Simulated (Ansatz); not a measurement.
# Cl₂H₂S₂Si: small, medium and large basis sets

An exercise on one series of results from a longer session: the logs are not shown, and one member is left open.

Computed with Ansatz 0.2.0, Gaussian basis. Level: one geometry, several basis sets.

Plan: PBE0-D4/def2-SVP; ωB97M-V/def2-SVP; PBE0-D4/def2-QZVPP; ωB97M-V/def2-QZVPP; the functionals' def2-TZVPP values are taken from earlier runs.

## Structure used throughout

All runs share one geometry, relaxed beforehand with PBE0-D4 in a triple-zeta def2 set.

SMILES `S[Si](S)(Cl)Cl`, 7 atoms, charge 0, spin multiplicity 1.

Atoms are counted from 1 here; the program's logs count them from 0.

Bond lengths: S1–Si2 2.111 Å, S1–H6 1.344 Å, Si2–S3 2.111 Å, Si2–Cl4 2.045 Å, Si2–Cl5 2.045 Å, S3–H7 1.344 Å. Angles: Si2–S1–H6 93.5°, S1–Si2–S3 104.7°, S1–Si2–Cl4 113.6°, S1–Si2–Cl5 109.7°, S3–Si2–Cl4 109.7°, S3–Si2–Cl5 113.6°, Cl4–Si2–Cl5 105.7°, Si2–S3–H7 93.5°.

The first run:

Input file in.yaml:

```yaml
crystal:
  periodic: [false, false, false]
  atoms:
    - {symbol: S, position_ang: [-1.568145, 0.438605, 1.202734]}
    - {symbol: Si, position_ang: [0.019370, 0.025112, -0.125642]}
    - {symbol: S, position_ang: [1.387351, -1.109540, 1.013206]}
    - {symbol: Cl, position_ang: [-0.551798, -1.036610, -1.777366]}
    - {symbol: Cl, position_ang: [0.800599, 1.776870, -0.834662]}
    - {symbol: H, position_ang: [-1.937957, 1.550395, 0.543512]}
    - {symbol: H, position_ang: [1.911880, -1.712831, -0.067681]}
basis:
  gaussian: {orbitals: def2-SVP}
hamiltonian: {xc: pbe0, dispersion: d4}
output: {orbitals: {seedname: orbitals}}
```

Command:

```console
$ ansatz run in.yaml --threads 4 --pin off --events-out ev --progress --plain --max-ram 10444MiB
```

Among the steps run: PBE0-D4 in def2-SVP; ωB97M-V in def2-SVP; PBE0-D4 in def2-QZVPP; ωB97M-V in def2-QZVPP.

One of the session's tables, all rows but one given; the rest of the session is left out.

It belongs to the step «Functionals by basis». 

| functional | basis | HOMO (eV) |
| --- | --- | --- |
| PBE0-D4 | def2-SVP | -7.97 |
| PBE0-D4 | def2-TZVPP | ? |
| PBE0-D4 | def2-QZVPP | -8.10 |
| ωB97M-V | def2-SVP | -10.10 |
| ωB97M-V | def2-TZVPP | -10.24 |
| ωB97M-V | def2-QZVPP | -10.29 |

Estimate the missing values for PBE0-D4, def2-TZVPP.

As computed: HOMO (eV): -8.06. In the column «HOMO (eV)» it lies between PBE0-D4, def2-QZVPP (-8.10) and PBE0-D4, def2-SVP (-7.97).
